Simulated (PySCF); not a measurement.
# TlSn: bond curves at several levels of theory

One table from this session's results is given with a row withheld; the runs are named, their logs left out.

The runs use PySCF 2.14.0; Tl cc-pVDZ-PP with ECP60, Sn cc-pVDZ-PP with ECP28, scalar-relativistic core potentials.

The first run:

A driver script around PySCF takes these settings:

```yaml
atoms: Tl, Sn
charge: 0
basis: Tl cc-pVDZ-PP with ECP60, Sn cc-pVDZ-PP with ECP28
Hamiltonian: scalar-relativistic core potentials
basis_functions: 46
electrons_treated: 43
masses_in_u: 204.9744, 119.9022
levels: PBE0, PBE, r²SCAN, B2PLYP, M06-L, PBEsol, HSE06, HF, MP2, SCS-MP2, CCSD, CCSD(T)
grid: 80 radial by 434 angular points
occupations: held fixed by the projection of orbital angular momentum
dissociation_limit: Tl + Sn, each in its ground configuration
starting_distance_in_angstrom: 2.780
values_of_2S_to_try: 1, 3
```

The run is started by

```bash
OMP_NUM_THREADS=1 python dia.py task.json out
```

Steps of the session up to this table: Set-up; The PBE0 curve of the state that the search chose; Higher solutions at PBE0; PBE (GGA); r²SCAN (meta-GGA); B2PLYP; M06-L (meta-GGA); PBEsol; HSE06 (range-separated hybrid); UHF (mean field); Adding correlation.

One table of the session follows, with a row left open; its other results are not shown here.

It belongs to the step «The curves together». Energy (eV) from each level's lowest point:

```
R (Å)    UHF  UHF-MP2  UHF-SCS-MP2  UHF-CCSD  UHF-CCSD(T)
2.510  0.787    0.623        0.656       n/a          n/a
2.626  0.392    0.269        0.293     0.319        0.314
2.743  0.161    0.082        0.096     0.111        0.107
2.830  0.064    0.017        0.024     0.031        0.030
2.918      ?        ?            ?         ?            ?
3.006  0.000    0.018        0.011     0.005        0.006
3.122  0.022    0.082        0.065     0.051        0.055
3.268  0.093    0.204        0.174     0.153        0.159
3.443  0.214    0.385        0.339     0.310        0.319
3.677  0.396    0.647        0.576       n/a          n/a
```

Estimate the missing values for R (Å) = 2.918.

Worked estimate for «UHF». A straight line through the neighbours (2.830, 0.064) and (3.006, 0.000) gives 0.064 + (0.000 − 0.064) × (2.918 − 2.830) / (3.006 − 2.830) = 0.032; a parabola fitted to 4 rows on both sides gives 0.015.

The run gave: UHF: 0.014; UHF-MP2: 0.000; UHF-SCS-MP2: 0.000; UHF-CCSD: 0.000; UHF-CCSD(T): 0.000. In «UHF» the line misses by +0.018 and the parabola by +0.001.

State 4 has its PBE0 minimum 0.68 eV higher. The other levels ran on the lowest alone.
